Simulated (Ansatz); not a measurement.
# WHO (octet): wave-function methods side by side, def2-QZVPP

The task here is to estimate one member of a computed series from the others.

Computed with Ansatz 0.2.0, Gaussian basis. Level: def2-QZVPP, core rule «outside noble gas», up to 5 orbitals frozen.

Plan: UHF; ROHF; CCSD(T) on UHF.

### The system

The geometry is a PBE0/def2-TZVP stationary point (not a proven minimum) of the parent state, kept for this charge and spin. No spin-orbit coupling is included. Elements past krypton take def2 core potentials.

3 atoms, charge 0, spin multiplicity 8.

Atoms are counted from 1 here; the program's logs count them from 0.

Bond lengths: W1–O2 1.921 Å, O2–H3 0.962 Å. Angles: W1–O2–H3 119.2°.

Set-up of the first run:

Contents of in.yaml:

```yaml
crystal:
  periodic: [false, false, false]
  atoms:
    - {symbol: W, position_ang: [0.000000, 0.005553, 0.165001]}
    - {symbol: O, position_ang: [0.000000, -0.108057, -1.752846]}
    - {symbol: H, position_ang: [0.000000, 0.702391, -2.271247]}
basis:
  gaussian: {orbitals: "def2-QZVPP.json"}
magnetization: {spin_polarized: true, initial_magnetization: 7}
hamiltonian: {xc: hf}
output: {orbitals: {seedname: orbitals}}
```

Command:

```bash
$ ansatz run in.yaml --threads 1 --pin off --events-out ev --progress --plain --max-ram 2816MiB --backend cpu
```

Among the steps run: UHF; ROHF; CCSD(T) on UHF.

One of the session's tables, all rows but one given; the rest of the session is left out.

| method | from UCCSD(T) (kJ/mol) |
| --- | --- |
| ROHF | ? |
| UHF | +877.5 |
| UMP2 | +76.0 |
| UCCSD | +26.8 |
| UCCSD(T) | 0 |

Estimate the missing values for ROHF.

As computed: from UCCSD(T) (kJ/mol): +903.5. In the column «from UCCSD(T) (kJ/mol)» it is the highest.
